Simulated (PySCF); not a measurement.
# MgSe: from the state search to spectroscopic constants

An exercise on one series of results from a longer session: the logs are not shown, and one member is left open.

Program: PySCF 2.14.0. Level of theory: Mg x2c-TZVPPall, Se x2c-TZVPPall, spin-free X2C with a Gaussian nucleus. These are calculated values, not measurements.

The first run:

The job is set up so:

| Quantity | Value |
| --- | --- |
| atoms | Mg, Se |
| charge | 0 |
| basis | Mg x2c-TZVPPall, Se x2c-TZVPPall |
| Hamiltonian | spin-free X2C with a Gaussian nucleus |
| basis functions | 80 |
| electrons treated | 46 |
| masses in u | 23.9850, 79.9165 |
| levels | PBE0, PBE, r²SCAN, M06-2X, LDA, r²SCANh, PW91, ωB97X, HF, MP2, SCS-MP2, CCSD, CCSD(T) |
| grid | 80 radial by 434 angular points |
| occupations | held fixed by the projection of orbital angular momentum |
| dissociation limit | Mg + Se, each in its ground configuration |
| starting distance in angstrom | 2.470 |
| values of 2S to try | 0, 2 |

Started as:

```bash
$ OMP_NUM_THREADS=1 python dia.py task.json out
```

Steps of the session up to this table: The job; The PBE0 curve of the state that the search chose; Excited determinants; PBE (GGA); r²SCAN; M06-2X (hybrid meta-GGA); LDA (local density); r²SCANh (hybrid meta-GGA); PW91; ωB97X; RHF (mean field); Adding correlation.

One of the session's tables, all rows but one given; the rest of the session is left out.

Differences from CCSD(T) in the same basis:

| level | Re (mÅ) | ωe (%) |
| --- | --- | --- |
| RHF | -17 | +3.2 |
| RHF-MP2 | -18 | +7.1 |
| RHF-SCS-MP2 | -8 | +4.1 |
| RHF-CCSD | ? | ? |
| LDA | -36 | +4.1 |
| PBE | -4 | +0.1 |
| PW91 | -7 | +0.4 |
| r²SCAN | -25 | +5.4 |
| r²SCANh | -29 | +6.0 |
| PBE0 | -22 | +3.7 |
| M06-2X | -20 | +4.7 |
| ωB97X | -35 | +5.7 |

Estimate the missing values for RHF-CCSD.

**Answer.** Re (mÅ): -5; ωe (%): -0.4. In the column «Re (mÅ)» it lies between PW91 (-7) and PBE (-4).
